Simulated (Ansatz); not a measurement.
# CH9BSn2: the cost of one run

All numbers below are computed with Ansatz 0.2.0 (RKS BLYP/def2-SVP).

## Step 1: The structure to begin with

Bond lengths: Sn1–B2 2.159 Å, B2–C3 1.572 Å, C3–Sn4 2.113 Å, Sn1–H5 1.787 Å, Sn1–H6 1.807 Å, Sn1–H7 1.723 Å, B2–H8 1.172 Å, C3–H9 1.168 Å, C3–H10 1.076 Å, Sn4–H11 1.685 Å, Sn4–H12 1.792 Å, Sn4–H13 1.740 Å. Angles (14 of 21 angles, heavy atoms first): Sn1–B2–C3 116.8°, B2–C3–Sn4 112.1°, Sn1–B2–H8 117.4°, C3–B2–H8 116.6°, B2–Sn1–H5 110.8°, B2–Sn1–H6 110.2°, B2–Sn1–H7 111.3°, B2–C3–H9 106.7°, B2–C3–H10 111.1°, Sn4–C3–H9 107.1°, Sn4–C3–H10 111.0°, C3–Sn4–H11 113.3°, C3–Sn4–H12 106.5°, C3–Sn4–H13 110.0°.

Structure file:

```xyz
13

Sn   -1.6864    1.3794   -0.0681
B     0.2535    0.9886    0.7957
C     1.2936    0.2332   -0.1097
Sn    0.8986   -1.8395   -0.2134
H    -1.5222    2.0904   -1.6996
H    -2.5862    2.5826    0.9362
H    -2.6207   -0.0633   -0.1848
H     0.2975    0.7623    1.9453
H     2.3359    0.3584    0.4017
H     1.3387    0.6676   -1.0931
H     2.0118   -2.6852   -1.1543
H    -0.7344   -2.0124   -0.9310
H     0.7408   -2.4967    1.3899
```

## Step 2: End point A

The input, input.yaml:

```yaml
crystal:
  periodic: [false, false, false]
  atoms:
    - { symbol: Sn, position_ang: [-1.6864, 1.3794, -0.0681] }
    - { symbol: B, position_ang: [0.2535, 0.9886, 0.7957] }
    - { symbol: C, position_ang: [1.2936, 0.2332, -0.1097] }
    - { symbol: Sn, position_ang: [0.8986, -1.8395, -0.2134] }
    - { symbol: H, position_ang: [-1.5222, 2.0904, -1.6996] }
    - { symbol: H, position_ang: [-2.5862, 2.5826, 0.9362] }
    - { symbol: H, position_ang: [-2.6207, -0.0633, -0.1848] }
    - { symbol: H, position_ang: [0.2975, 0.7623, 1.9453] }
    - { symbol: H, position_ang: [2.3359, 0.3584, 0.4017] }
    - { symbol: H, position_ang: [1.3387, 0.6676, -1.0931] }
    - { symbol: H, position_ang: [2.0118, -2.6852, -1.1543] }
    - { symbol: H, position_ang: [-0.7344, -2.0124, -0.931] }
    - { symbol: H, position_ang: [0.7408, -2.4967, 1.3899] }
basis:
  gaussian: { orbitals: def2-SVP }
hamiltonian:
  xc: blyp
relax:
  f_tol: 0.015
  max_steps: 40
```

Command:

```bash
> ansatz run input.yaml --threads 2 --pin off --max-ram 3072MiB --backend cpu --events-out ev --progress --plain --runs-dir out
```

What time and memory should one allow on 2 threads of Arm Neoverse V1, shared host?

About 62 s, with a peak of 0.17 GiB.
